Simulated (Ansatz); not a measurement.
# C5H10OSi: the cost of one run

Method: RKS PBE0-D4/6-31G, in Ansatz 0.2.0.

### Step 1. The starting structure

Bond lengths (14 of 17 bonds, heavy atoms first): C1–C2 1.377 Å, C2–C3 1.485 Å, C2–O4 1.331 Å, O4–Si5 1.653 Å, Si5–C6 1.843 Å, Si5–C7 1.903 Å, C6–C7 1.509 Å, C1–H8 1.064 Å, C1–H9 1.051 Å, C3–H10 1.100 Å, C3–H11 1.068 Å, C3–H12 1.150 Å, Si5–H13 1.448 Å, C6–H14 1.074 Å. Angles (14 of 31 angles, heavy atoms first): C1–C2–C3 120.1°, C1–C2–O4 121.5°, C3–C2–O4 118.4°, C2–O4–Si5 131.2°, O4–Si5–C6 120.9°, O4–Si5–C7 111.2°, C6–Si5–C7 47.5°, Si5–C6–C7 68.4°, Si5–C7–C6 64.1°, C2–C1–H8 115.7°, C2–C1–H9 123.7°, C2–C3–H10 112.6°, C2–C3–H11 112.7°, C2–C3–H12 111.8°.

Coordinates:

```xyz
17

C     0.5318   -2.2806    1.6149
C     0.5563   -1.2814    0.6679
C     1.8262   -0.5733    0.3647
O    -0.5303   -0.9581   -0.0301
Si   -0.7750    0.1894   -1.1945
C    -2.1174    1.4402   -1.0241
C    -0.8170    1.9368   -0.4408
H    -0.4190   -2.7215    1.7969
H     1.3488   -2.5217    2.2302
H     1.7818    0.4985    0.6084
H     2.1498   -0.7219   -0.6425
H     2.6926   -0.9521    1.0196
H     0.1487    0.2391   -2.3088
H    -2.4955    1.8754   -1.9305
H    -2.9196    1.1506   -0.3367
H    -0.7220    1.9902    0.6480
H    -0.2593    2.6900   -1.0026
```

### Step 2. End point A

Contents of input.yaml:

```yaml
crystal:
  periodic: [false, false, false]
  atoms:
    - { symbol: C, position_ang: [0.5318, -2.2806, 1.6149] }
    - { symbol: C, position_ang: [0.5563, -1.2814, 0.6679] }
    - { symbol: C, position_ang: [1.8262, -0.5733, 0.3647] }
    - { symbol: O, position_ang: [-0.5303, -0.9581, -0.0301] }
    - { symbol: Si, position_ang: [-0.775, 0.1894, -1.1945] }
    - { symbol: C, position_ang: [-2.1174, 1.4402, -1.0241] }
    - { symbol: C, position_ang: [-0.817, 1.9368, -0.4408] }
    - { symbol: H, position_ang: [-0.419, -2.7215, 1.7969] }
    - { symbol: H, position_ang: [1.3488, -2.5217, 2.2302] }
    - { symbol: H, position_ang: [1.7818, 0.4985, 0.6084] }
    - { symbol: H, position_ang: [2.1498, -0.7219, -0.6425] }
    - { symbol: H, position_ang: [2.6926, -0.9521, 1.0196] }
    - { symbol: H, position_ang: [0.1487, 0.2391, -2.3088] }
    - { symbol: H, position_ang: [-2.4955, 1.8754, -1.9305] }
    - { symbol: H, position_ang: [-2.9196, 1.1506, -0.3367] }
    - { symbol: H, position_ang: [-0.722, 1.9902, 0.648] }
    - { symbol: H, position_ang: [-0.2593, 2.69, -1.0026] }
basis:
  gaussian: { orbitals: "6-31G" }
hamiltonian:
  xc: pbe0
  dispersion: d4
relax:
  f_tol: 0.015
  max_steps: 40
```

Run with:

```
> ansatz run input.yaml --threads 1 --pin off --max-ram 2048MiB --backend cpu --events-out ev --progress --plain --runs-dir out
```

**Question.** How long does this run take on 1 thread of an Arm CPU, shared host, and how much memory does it need?

About 68 s, with a peak of 0.23 GiB.
